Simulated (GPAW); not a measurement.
A calculation with GPAW 26.7.0 of MnS (native input, structure from a POSCAR):

run.py

```python
import numpy as np
from ase.io import read
from gpaw import PW
from gpaw.dft import DFT
from gpaw.hubbard import aoom

atoms = read('POSCAR')

dft = DFT(atoms,
          mode=PW(600),
          xc='PBE',
          kpts={'size': (6, 6, 6), 'gamma': True},
          occupations={'name': 'methfessel-paxton', 'order': 0, 'width': 0.05},
          setups={'Mn': ':d,5.0'},
          nbands=23,
          convergence={'density': 0.0001, 'energy': 1e-05},
          maxiter=120,
          txt='gpaw.txt')
print(f'Energy: {dft.calculate_energy():.6f} eV')
print('Forces (eV/A):')
print(dft.calculate_forces().round(4))
print('Stress (eV/A^3):', dft.calculate_stress().round(6))
dft.write_converged()
dft.write_gpw_file('gs.gpw')
for a, l in {0: 2}.items():
    setup = dft.setups[a]
    for s, D_ii in enumerate(dft.density.D_asii[a]):
        n_mm = aoom(D_ii, l, setup.l_j, setup.n_j, setup.N0_q)[0] / 2
        print(f'atom {a} spin {s} trace {n_mm.trace():.4f} eigenvalues', *np.linalg.eigvalsh(n_mm).round(3))
        np.savetxt(f'occupation-{a}-{s}.dat', n_mm, fmt='%8.4f')
```

POSCAR

```
MnS
1.0
    0.0000000000      2.6122498900      2.6122498900
    2.6122498900      0.0000000000      2.6122498900
    2.6122498900      2.6122498900      0.0000000000
Mn S
1 1
Direct
    0.0000000000      0.0000000000      0.0000000000
    0.5000000000      0.5000000000      0.5000000000
```

Potentials or basis: GPAW PAW data sets (gpaw-data 1.2.1), pw.

Command:

```sh
$ OMP_NUM_THREADS=1 python run.py
```

**Question.** Write the same calculation in another form: native input, structure typed inline.

**Answer.** As run:

The input run.py:

```python
import numpy as np
from ase import Atoms
from gpaw import PW
from gpaw.dft import DFT
from gpaw.hubbard import aoom

atoms = Atoms(['Mn', 'S'],
              cell=[[0.0, 2.61224989, 2.61224989],
                    [2.61224989, 0.0, 2.61224989],
                    [2.61224989, 2.61224989, 0.0]],
              scaled_positions=[[0.0, 0.0, 0.0],
                                [0.5, 0.5, 0.5]],
              pbc=True)

dft = DFT(atoms,
          mode=PW(600),
          xc='PBE',
          kpts={'size': (6, 6, 6), 'gamma': True},
          occupations={'name': 'methfessel-paxton', 'order': 0, 'width': 0.05},
          setups={'Mn': ':d,5.0'},
          nbands=23,
          convergence={'density': 0.0001, 'energy': 1e-05},
          maxiter=120,
          txt='gpaw.txt')
print(f'Energy: {dft.calculate_energy():.6f} eV')
print('Forces (eV/A):')
print(dft.calculate_forces().round(4))
print('Stress (eV/A^3):', dft.calculate_stress().round(6))
dft.write_converged()
dft.write_gpw_file('gs.gpw')
for a, l in {0: 2}.items():
    setup = dft.setups[a]
    for s, D_ii in enumerate(dft.density.D_asii[a]):
        n_mm = aoom(D_ii, l, setup.l_j, setup.n_j, setup.N0_q)[0] / 2
        print(f'atom {a} spin {s} trace {n_mm.trace():.4f} eigenvalues', *np.linalg.eigvalsh(n_mm).round(3))
        np.savetxt(f'occupation-{a}-{s}.dat', n_mm, fmt='%8.4f')
```

Potentials or basis: GPAW PAW data sets (gpaw-data 1.2.1), pw.

Launch:

```bash
$ OMP_NUM_THREADS=1 python run.py
```

Both were run:

|  | native input, structure from a POSCAR | native input, structure typed inline |
| --- | --- | --- |
| Pressure | -12.5 GPa | -12.5 GPa |
| Band gap on the k mesh | none (metal or under the smearing width) | none (metal or under the smearing width) |

Keys that steer only the numerical path or the files written may differ.

Caveat: the run has no spin polarisation, though such a crystal can be magnetic; U without spin polarisation on a metal has little footing.
